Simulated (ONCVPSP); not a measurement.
**Cl: generating and testing an ONCV potential**

Do these settings give a usable potential? It is generated, then checked for transferability, scattering, ghosts and hardness.

Method: ONCVPSP 4.0.1, LDA (Perdew-Wang 92), scalar-relativistic.

## 1. Settings

The settings as typed:

```
element                 : chlorine (Cl, Z = 17)
type                    : optimised norm-conserving Vanderbilt (ONCV)
frozen core             : [Ne]
valence charge          : 7
reference configuration : 3s2 3p5
partial waves           : 3s: rc 1.05 bohr, ncon 4, nbas 8, qcut 6.9 1/bohr, 2 projectors, debl 4 Ha; 3p: rc 1.00 bohr, ncon 4, nbas 8, qcut 9.6 1/bohr, 2 projectors, debl 3.8 Ha; d scattering state at 0.4 Ha: rc 1.00 bohr, ncon 4, nbas 7, qcut 11.2 1/bohr, 1 projector
local potential         : polynomial inside 0.80 bohr (lpopt 5, dvloc0 2 Ha)
core correction         : not asked for
```

An earlier all-electron run gives the scale for the radii.

All-electron outer shells of the reference configuration (LDA (PZ), scalar-relativistic, ld1.x):

```
shell  level (eV)  outermost node (bohr)  outermost maximum (bohr)
   2s     -251.73                   0.12                      0.36
   2p     -191.63                      –                      0.30
   3s      -20.69                   0.56                      1.27
   3p       -8.70                   0.53                      1.43
```

## 2. The generation run

Cl.dat reads:

```
# ATOM AND REFERENCE CONFIGURATION
# atsym  z   nc   nv     iexc    psfile
  Cl 17.00    3    2  -001012      upf
#
#   n    l    f
    1    0    2.00
    2    0    2.00
    2    1    6.00
    3    0    2.00
    3    1    5.00
#
# PSEUDOPOTENTIAL AND OPTIMIZATION
# lmax
    2
#
#   l,   rc,      ep,       ncon, nbas, qcut
    0    1.05    0.00    4    8    6.90
    1    1.00    0.00    4    8    9.60
    2    1.00    0.40    4    7   11.20
#
# LOCAL POTENTIAL
# lloc, lpopt,  rc(5),   dvloc0
    4    5    0.80    2.00
#
# VANDERBILT-KLEINMAN-BYLANDER PROJECTORs
# l, nproj, debl
    0    2    4.00
    1    2    3.80
    2    1    3.10
#
# MODEL CORE CHARGE
# icmod, fcfact, rcfact
    0    0.00    0.00
#
# LOG DERIVATIVE ANALYSIS
# epsh1, epsh2, depsh
   -2.00    5.00    0.02
#
# OUTPUT GRID
# rlmax, drl
    6.00    0.01
#
# TEST CONFIGURATIONS
# ncnf
    4
# nvcnf
#   n    l    f
    2
    3    0    2.00
    3    1    4.00
#
    2
    3    0    2.00
    3    1    3.00
#
    2
    3    0    2.00
    3    1    2.00
#
    2
    3    0    1.00
    3    1    5.00
#
```

The run is started by

```console
$ oncvpsp.x < Cl.dat > Cl.out
```

Before running it: what results should come out? Wanted: cutoffs for 1 and 0.1 mHa per electron, occupied waves; bound ghosts; GHOST(+) flags; largest test error; largest phase difference near zero energy, channels read.

As calculated:

| quantity | value |
| --- | --- |
| cutoffs for 1 and 0.1 mHa per electron, occupied waves | 54 Ha and 192 Ha |
| bound ghosts | s at -228.19 eV, p at -122.26 eV |
| GHOST(+) flags | none at low energy |
| largest test error (AE − PS) | +68 meV, for 3s2 3p2 |
| largest phase difference near zero energy, channels read | 0.001 rad |

A bound ghost (s, p) makes it unfit for use: electrons can fall into a state that the atom doesn't have. By total energies transferability is fair: the largest error is 68 meV on 77.9 eV, for 3s2 3p2. That test lies far up in energy; among those under 40 eV, nearer to bonding, the largest error is 14 meV. By its cutoff, 54 Ha for the looser tolerance, it is hard. The tighter tolerance needs 192 Ha, and converged work needs a cutoff nearer that. Near zero energy the phases of the channels with partial waves agree within 0.001 rad.
